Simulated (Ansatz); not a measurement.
# H5N2OSTa: ionisation energy by level of theory

Aim: the vertical ionisation energy of H5N2OSTa, as cation minus neutral at the neutral's geometry, on several levels, and how well −ε(HOMO) stands in for it.

Program: Ansatz 0.2.0, Gaussian basis. Level of theory: unrestricted cation, the program's frozen cores in correlated methods. These are calculated values, not measurements.

The runs, in order: UKS PBE-D4/def2-TZVPP; UKS r2SCAN-D4/def2-TZVPP; UKS PBE0-D4/def2-TZVPP; UKS B3LYP-D4/def2-TZVPP; UKS wB97X-V/def2-TZVPP; UKS wB97M-V/def2-TZVPP; UKS B2PLYP/def2-TZVPP; UHF-CCSD(T)/def2-TZVPP; UHF-MP2/def2-QZVPP; extrapolation to the limit; then −ε(HOMO) from the neutral's earlier runs with LDA (SPW92), PBE-D4, revPBE-D4, BLYP-D4, r2SCAN-D4, B97M-V, PBE0-D4, B3LYP-D4, r2SCANh-D4, r2SCAN0-D4, HSE06-D4, BHLYP-D4, CAM-B3LYP-D4, LC-ωPBE, ωB97X-V, ωB97M-V.

### 1 Structure used throughout

All runs share one geometry, relaxed beforehand with PBE0-D4 in a triple-zeta def2 set. Ta takes the def2 core potential; no spin-orbit term is included.

10 atoms, charge 0, spin multiplicity 1.

Atoms are counted from 1 here; the program's logs count them from 0.

Bond lengths: N1–Ta2 1.975 Å, N1–H6 1.009 Å, N1–H7 1.010 Å, Ta2–N3 1.975 Å, Ta2–O4 1.903 Å, Ta2–S5 2.169 Å, N3–H8 1.010 Å, N3–H9 1.009 Å, O4–H10 0.957 Å. Angles: Ta2–N1–H6 124.6°, Ta2–N1–H7 125.0°, H6–N1–H7 110.4°, N1–Ta2–N3 111.3°, N1–Ta2–O4 107.5°, N1–Ta2–S5 108.1°, N3–Ta2–O4 107.6°, N3–Ta2–S5 108.1°, O4–Ta2–S5 114.4°, Ta2–N3–H8 125.0°, Ta2–N3–H9 124.6°, H8–N3–H9 110.4°, Ta2–O4–H10 132.0°.

### 2 Cation, UKS PBE-D4/def2-TZVPP

File in.yaml:

```yaml
crystal:
  periodic: [false, false, false]
  atoms:
    - {symbol: N, position_ang: [-1.583507, 0.752511, -0.320425]}
    - {symbol: Ta, position_ang: [0.306921, 0.283706, 0.004743]}
    - {symbol: N, position_ang: [0.462937, -1.382228, 1.053414]}
    - {symbol: O, position_ang: [1.120608, -0.024845, -1.687262]}
    - {symbol: S, position_ang: [1.209300, 1.887316, 1.152456]}
    - {symbol: H, position_ang: [-2.044683, 1.566791, 0.055989]}
    - {symbol: H, position_ang: [-2.233025, 0.197252, -0.858849]}
    - {symbol: H, position_ang: [0.150233, -2.291792, 0.745189]}
    - {symbol: H, position_ang: [0.837939, -1.437365, 1.988155]}
    - {symbol: H, position_ang: [1.856476, 0.397554, -2.130410]}
basis:
  gaussian: {orbitals: def2-TZVPP}
total_charge: 1
magnetization: {spin_polarized: true, initial_magnetization: 1}
hamiltonian: {xc: pbe, dispersion: d4}
```

Launch:

```bash
$ ansatz run in.yaml --threads 2 --pin off --events-out ev --progress --plain --max-ram 32768MiB --backend cpu
```

Further steps of the session: Cation, UKS r2SCAN-D4/def2-TZVPP; Cation, UKS PBE0-D4/def2-TZVPP; Cation, UKS B3LYP-D4/def2-TZVPP; Cation, UKS wB97X-V/def2-TZVPP; Cation, UKS wB97M-V/def2-TZVPP; Cation, UKS B2PLYP (frozen core)/def2-TZVPP; Cation, UHF-CCSD(T)/def2-TZVPP; Cation, UHF-MP2/def2-QZVPP.

**Question.** What will the summary of the whole plan be? Wanted: ionisation energy, CCSD(T)/CBS; nearest functional by difference; nearest −ε(HOMO); −ε(HOMO) of PBE; T1 of the cation.

The runs gave:

```
                        quantity               value
  ionisation energy, CCSD(T)/CBS             9.55 eV
nearest functional by difference   B2PLYP (-0.25 eV)
                nearest −ε(HOMO)  ωB97X-V (-0.05 eV)
                 −ε(HOMO) of PBE             6.07 eV
                T1 of the cation               0.021
```

In words: By cation minus neutral, the functionals miss by 0.74 eV at most. −ε(HOMO) of PBE misses by 3.5 eV, since self-interaction lifts the level. Among orbital estimates ωB97X-V comes nearest. Hartree-Fock falls 1.46 eV short, as the neutral has more correlation energy than the cation. Correlated methods include outer-core shells of Ta, which these sets cover unevenly.
